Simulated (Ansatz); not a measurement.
**C2H5AlBF: a ladder of functionals and wavefunction methods**

The task here is to estimate one member of a computed series from the others.

The runs use Ansatz 0.2.0, Gaussian basis; functionals in def2-TZVPP, the program's frozen cores in correlated methods.

Plan: LDA (SPW92), PBE-D4, revPBE-D4, BLYP-D4, r2SCAN-D4, B97M-V, PBE0-D4, B3LYP-D4, r2SCANh-D4, r2SCAN0-D4, HSE06-D4, BHLYP-D4, CAM-B3LYP-D4, LC-ωPBE, ωB97X-V, ωB97M-V, B2PLYP, PBE-QIDH; CCSD(T)/def2-SVP; CCSD(T)/def2-TZVPP; MP2/def2-QZVPP; extrapolation to the limit; RPA on PBE.

## The geometry

An earlier PBE0-D4 in a triple-zeta def2 set relaxation fixed the geometry.

SMILES `B[C](=C)[AlH][F]`, 10 atoms, charge 0, spin multiplicity 1.

Atoms are counted from 1 here; the program's logs count them from 0.

Bond lengths: B1–C2 1.545 Å, B1–H6 1.197 Å, B1–H7 1.202 Å, C2–C3 1.349 Å, C2–Al4 1.938 Å, C3–H8 1.092 Å, C3–H9 1.091 Å, Al4–F5 1.650 Å, Al4–H10 1.580 Å. Angles: C2–B1–H6 122.2°, C2–B1–H7 118.9°, H6–B1–H7 118.9°, B1–C2–C3 117.0°, B1–C2–Al4 127.0°, C3–C2–Al4 116.0°, C2–C3–H8 123.5°, C2–C3–H9 121.6°, H8–C3–H9 115.0°, C2–Al4–F5 120.3°, C2–Al4–H10 122.2°, F5–Al4–H10 117.5°.

The first run:

Contents of in.yaml:

```yaml
crystal:
  periodic: [false, false, false]
  atoms:
    - {symbol: B, position_ang: [-1.479865, -0.591596, -0.379146]}
    - {symbol: C, position_ang: [-0.059936, -0.148106, 0.039454]}
    - {symbol: C, position_ang: [0.653743, -1.009686, 0.792629]}
    - {symbol: Al, position_ang: [0.815185, 1.524567, -0.399418]}
    - {symbol: F, position_ang: [0.035261, 2.657756, -1.310954]}
    - {symbol: H, position_ang: [-2.196176, 0.102501, -1.041097]}
    - {symbol: H, position_ang: [-1.878400, -1.669186, -0.027487]}
    - {symbol: H, position_ang: [1.665520, -0.803492, 1.147564]}
    - {symbol: H, position_ang: [0.248200, -1.977454, 1.092457]}
    - {symbol: H, position_ang: [2.279468, 1.863596, 0.088799]}
basis:
  gaussian: {orbitals: def2-TZVPP}
hamiltonian: {xc: lda}
output: {orbitals: {seedname: orbitals}}
```

On the command line:

```sh
$ ansatz run in.yaml --threads 2 --pin off --events-out ev --progress --plain --max-ram 4352MiB
```

Steps of the session up to this table: LDA; PBE-D4 (GGA); revPBE-D4 (GGA); BLYP-D4 (GGA); r2SCAN-D4 (meta-GGA); B97M-V (meta-GGA); PBE0-D4 (hybrid); B3LYP-D4 (hybrid); r2SCANh-D4 (hybrid); r2SCAN0-D4 (hybrid); HSE06-D4 (hybrid); BHLYP-D4 (hybrid); CAM-B3LYP-D4 (range-separated); LC-ωPBE (range-separated); ωB97X-V (range-separated); ωB97M-V (range-separated); B2PLYP (double hybrid); PBE-QIDH (double hybrid).

One of the session's tables, all rows but one given; the rest of the session is left out.

It belongs to the step «Orbital energies across the functionals». 

| functional | HOMO (eV) | LUMO (eV) | gap (eV) |
| --- | --- | --- | --- |
| LDA (SPW92) | -6.79 | -3.71 | 3.08 |
| PBE-D4 | ? | ? | ? |
| revPBE-D4 | -6.65 | -3.32 | 3.33 |
| BLYP-D4 | -6.61 | -3.25 | 3.36 |
| r2SCAN-D4 | -6.93 | -3.18 | 3.76 |
| B97M-V | -7.06 | -3.18 | 3.87 |
| PBE0-D4 | -7.96 | -2.42 | 5.53 |
| B3LYP-D4 | -7.78 | -2.62 | 5.15 |
| r2SCANh-D4 | -7.40 | -2.82 | 4.59 |
| r2SCAN0-D4 | -8.12 | -2.29 | 5.83 |
| HSE06-D4 | -7.56 | -2.81 | 4.75 |
| BHLYP-D4 | -9.18 | -1.33 | 7.85 |
| CAM-B3LYP-D4 | -9.33 | -1.28 | 8.05 |
| LC-ωPBE | -10.64 | -0.13 | 10.50 |
| ωB97X-V | -10.30 | -0.21 | 10.10 |
| ωB97M-V | -10.14 | -0.39 | 9.76 |

**Question.** Estimate the row for PBE-D4.

As computed: HOMO (eV): -6.69; LUMO (eV): -3.43; gap (eV): 3.27. In the column «HOMO (eV)» it lies between LDA (SPW92) (-6.79) and revPBE-D4 (-6.65).
